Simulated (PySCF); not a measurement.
# Rb: basis, grid and Hamiltonian

The method stays; parts of the set-up, such as the basis or the Hamiltonian, are changed.

Program: PySCF 2.14.0. Level of theory: method and basis as typed in the scripts. These are calculated values, not measurements.

4 further runs of the same task are left out: 2 for a known fault of the program, 2 that didn't finish.

## 1. The atom

Rb: 1 atom, charge 0, spin multiplicity 2.

## 2. The run that the others are compared with

The input, input.py:

```python
from pyscf import gto, scf, cc

mol = gto.M(
    atom='Rb 0 0 0',
    basis='jorge-tzp-dkh',
    charge=0,
    spin=1,
    verbose=4,
)
mf = scf.UHF(mol)
mf = mf.sfx2c1e()
mf.kernel()
mycc = cc.CCSD(mf, frozen=9)
mycc.kernel()
e = mycc.ipccsd(nroots=5)[0]
print('roots (eV) =', (e*27.211386).round(3))
mf.dip_moment()
print('orbital energies (hartree):', [e[max(0, n-3):n+3].round(4) for e, n in zip(mf.mo_energy, mol.nelec)])
```

Command:

```console
$ OMP_NUM_THREADS=1 python input.py
```

Its log is not repeated here.

It gives: E(SCF) = -2978.907171 Eh, 7 cycles, E(CCSD) − E(SCF) = -0.13674 Eh, ⟨S²⟩ = 0.750, ionisation roots 4.081, 21.160, 21.160, 21.160, 21.291 eV.

## 3. Crenbl (core potential on, X2C off)

Run 1 changes basis set: jorge-tzp-dkh → crenbl; core potential: off → on; spin-free X2C: on → off; frozen orbitals: 9 → none. The core potential changes with it: totals don't compare.

The input, input.py:

```python
from pyscf import gto, scf, cc

mol = gto.M(
    atom='Rb 0 0 0',
    basis='crenbl',
    ecp={'Rb': 'crenbl'},
    charge=0,
    spin=1,
    verbose=4,
)
mf = scf.UHF(mol)
mf.kernel()
mycc = cc.CCSD(mf)
mycc.kernel()
e = mycc.ipccsd(nroots=5)[0]
print('roots (eV) =', (e*27.211386).round(3))
mf.dip_moment()
print('orbital energies (hartree):', [e[max(0, n-3):n+3].round(4) for e, n in zip(mf.mo_energy, mol.nelec)])
```

Command:

```console
$ OMP_NUM_THREADS=1 python input.py
```

## 4. Sapporo-dkh3-dzp-2012

Run 2 changes basis set: jorge-tzp-dkh → sapporo-dkh3-dzp-2012.

input.py: that of step 2 with these lines changed.

```diff
@@ -4,3 +4,3 @@
     atom='Rb 0 0 0',
-    basis='jorge-tzp-dkh',
+    basis='sapporo-dkh3-dzp-2012',
     charge=0,
```

## 5. Density fitting weigend

Run 3 changes density fitting: none → weigend.

input.py: that of step 2 with these lines changed.

```diff
@@ -11,2 +11,3 @@
 mf = mf.sfx2c1e()
+mf = mf.density_fit(auxbasis='weigend')
 mf.kernel()
```

## 6. Cartesian functions on

Run 4 changes Cartesian functions: off → on.

input.py: that of step 2 with these lines changed.

```diff
@@ -7,2 +7,3 @@
     spin=1,
+    cart=True,
     verbose=4,
```

## 7. X2c-svpall

Run 5 changes basis set: jorge-tzp-dkh → x2c-svpall.

input.py: that of step 2 with these lines changed.

```diff
@@ -4,3 +4,3 @@
     atom='Rb 0 0 0',
-    basis='jorge-tzp-dkh',
+    basis='x2c-svpall',
     charge=0,
```

## 8. Density fitting auto

Run 6 changes density fitting: none → auto.

input.py: that of step 2 with these lines changed.

```diff
@@ -11,2 +11,3 @@
 mf = mf.sfx2c1e()
+mf = mf.density_fit()
 mf.kernel()
```

Q: Predict the outcome of this session. Wanted: for each run, E(SCF); from base; gap, α spin; after the SCF.

The runs gave:

```csv
run,E(SCF) (hartree),from base (eV),cycles,"gap, α spin (eV)",functions,after the SCF
base,-2978.907171,0,7,4.29,52,"CCSD correlation -3.721 eV, core frozen, first root 4.08 eV"
"crenbl (core potential on, X2C off)",-23.774574,not comparable,8,4.14,20,"CCSD correlation -0.745 eV, first root 3.83 eV"
sapporo-dkh3-dzp-2012,-2978.998701,-2.4907,7,4.89,35,"CCSD correlation -4.557 eV, core frozen, first root 4.04 eV"
density fitting weigend (poor choice),-3069.362383,not comparable,8,4.38,52,"CCSD correlation -4.662 eV, core frozen, first root 4.13 eV"
Cartesian functions on,-2978.921441,-0.3883,7,4.30,58,"CCSD correlation -3.854 eV, core frozen, first root 4.10 eV"
x2c-svpall,-2978.854420,+1.4354,7,4.86,50,"CCSD correlation -5.040 eV, core frozen, first root 3.99 eV"
density fitting auto,-2978.907156,+0.0004,7,4.29,52,"CCSD correlation -3.721 eV, core frozen, first root 4.08 eV"
```

What this shows: Of the runs whose energies can be compared, “sapporo-dkh3-dzp-2012” moves the SCF energy most (-2.491 eV). sapporo-dkh3-dzp-2012 (35 functions) gives an energy 2.49 eV lower than jorge-tzp-dkh (52); size alone doesn't order basis sets of different families. x2c-svpall (50 functions) gives an energy 1.44 eV higher than jorge-tzp-dkh (52). Rows marked «poor choice» come from settings spoiled on purpose.
